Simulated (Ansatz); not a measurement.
# RuH+ (quintet): from Hartree-Fock to the top rungs, def2-QZVPP

One table from this session's results is given with a row withheld; the runs are named, their logs left out.

Program: Ansatz 0.2.0, Gaussian basis. Level of theory: def2-QZVPP, core rule «outside noble gas», up to 4 orbitals frozen. These are calculated values, not measurements.

The runs, in order: UHF; ROHF; CCSD(T) on UHF.

## The geometry

The geometry is a PBE0/def2-TZVP stationary point (not a proven minimum) of the parent state, kept for this charge and spin. No spin-orbit coupling is included. Elements past krypton take def2 core potentials.

2 atoms, charge 1, spin multiplicity 5.

Atoms are counted from 1 here; the program's logs count them from 0.

Bond lengths: Ru1–H2 1.753 Å.

As a file:

```xyz
2
HRu
Ru    0.00000    0.00000    0.00000
H     0.00000    0.00000    1.75320
```

The first run:

Contents of in.yaml:

```yaml
crystal:
  periodic: [false, false, false]
  atoms:
    - {symbol: Ru, position_ang: [0.000000, 0.000000, 0.000000]}
    - {symbol: H, position_ang: [0.000000, 0.000000, 1.753200]}
basis:
  gaussian: {orbitals: "def2-QZVPP.json"}
total_charge: 1
magnetization: {spin_polarized: true, initial_magnetization: 4}
hamiltonian: {xc: hf}
output: {orbitals: {seedname: orbitals}}
```

Command:

```sh
ansatz run in.yaml --threads 1 --pin off --events-out ev --progress --plain --max-ram 2560MiB --backend cpu
```

Among the steps run: UHF; ROHF; CCSD(T) on UHF.

One table of the session follows, with a row left open; its other results are not shown here.

It belongs to the step «Misses and costs». 

```
  method  from UCCSD(T) (kcal/mol)
    ROHF                   +131.79
     UHF                   +126.88
    UMP2                    +13.64
   UCCSD                         ?
UCCSD(T)                         0
```

Estimate the missing values for UCCSD.

The run gave: from UCCSD(T) (kcal/mol): +4.53. In the column «from UCCSD(T) (kcal/mol)» it lies between UCCSD(T) (0) and UMP2 (+13.64).
